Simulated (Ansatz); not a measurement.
# KTaSe2: what a guessed cell relaxes into

Where does this trial cell of KTaSe2 go when cell and atoms are let free?

Method: DFT PBE, scalar-relativistic, plane waves, PAW, in Ansatz 0.2.0.

## Step 1: Starting point

It takes space group I4/mmm (No. 139, tetragonal). The conventional cell has a = 6.294 Å, b = 6.294 Å, c = 6.316 Å, α = 90.00°, β = 90.00°, γ = 90.00°. Around K (site symmetry 4/mmm) lie 4 Se at 3.15 Å and 2 Ta at 3.16 Å. Around Ta (site symmetry 4/mmm) lie 4 Se at 3.15 Å and 2 K at 3.16 Å. Se (site symmetry mmm) is surrounded by 2 K at 3.15 Å and 2 Ta at 3.15 Å and 2 Se at 3.16 Å.

As a file:

```cif
data_structure
_symmetry_space_group_name_H-M 'I4/mmm'
_symmetry_Int_Tables_number 139
_cell_length_a 6.2941
_cell_length_b 6.2941
_cell_length_c 6.3159
_cell_angle_alpha 90.000
_cell_angle_beta 90.000
_cell_angle_gamma 90.000
_cell_volume 250.21
loop_
_atom_site_label
_atom_site_type_symbol
_atom_site_symmetry_multiplicity
_atom_site_Wyckoff_symbol
_atom_site_fract_x
_atom_site_fract_y
_atom_site_fract_z
_atom_site_occupancy
K1 K 2 a 0.00000 0.00000 0.00000 1
Ta1 Ta 2 b 0.00000 0.00000 0.50000 1
Se1 Se 4 c 0.00000 0.50000 0.00000 1
```

Recipe of the guess: random cell by space group and Wyckoff sites (I4/mmm, No. 139). Its size is a rough estimate.

## Step 2: Probe: one point on a coarse mesh

Input file input.yaml:

```yaml
crystal:
  lattice:
    - [-3.14705525, 3.14705525, 3.15793571]
    - [3.14705525, -3.14705525, 3.15793571]
    - [3.14705525, 3.14705525, -3.15793571]
  atoms:
    - { symbol: K, position: [0.0, 0.0, 0.0] }
    - { symbol: Ta, position: [0.5, 0.5, 0.0] }
    - { symbol: Se, position: [0.5, 0.0, 0.5] }
    - { symbol: Se, position: [0.0, 0.5, 0.5] }
basis:
  ecutwfc: 420
kpoints:
  mp_grid: { grid: [4, 4, 4] }
hamiltonian:
  xc: pbe
scf:
  occupations: { method: gaussian, width: 0.1 }
  lower_state_search: "off"
output:
  forces: true
  stress: true
  eigenvalues: true
```

The run is started by

```bash
$ ansatz run input.yaml --threads 1 --pin off --max-ram 2048MiB --backend cpu --events-out ev --progress --plain --runs-dir out
```

The session goes on with these runs: spin check on a coarse mesh; a loose first relaxation; final relaxation.

What does the calculation give? Wanted: conventional cell; volume; energy over the elements; gap on the mesh; total moment.

As calculated:

| quantity | value |
| --- | --- |
| symmetry at the end (tolerance 0.05 Å) | space group I4/mmm (No. 139) |
| conventional cell | a = 5.461 Å, b = 5.461 Å, c = 9.920 Å, α = 90.00°, β = 90.00°, γ = 90.00° |
| volume | 36.99 Å³/atom |
| energy over the elements | +0.19 eV/atom |
| gap on the mesh | none (metal) |
| total moment | 1.91 μB/cell |

What this shows: The space group I4/mmm (No. 139) is kept, and the volume per atom grows by 18.3 % from the first guess. The formation energy is positive, so the separate elements lie lower. No finished test with a distortion of lower symmetry is shown, so the end may be a saddle point. The runs treat Ta without spin-orbit coupling. Other magnetic orders were not searched.
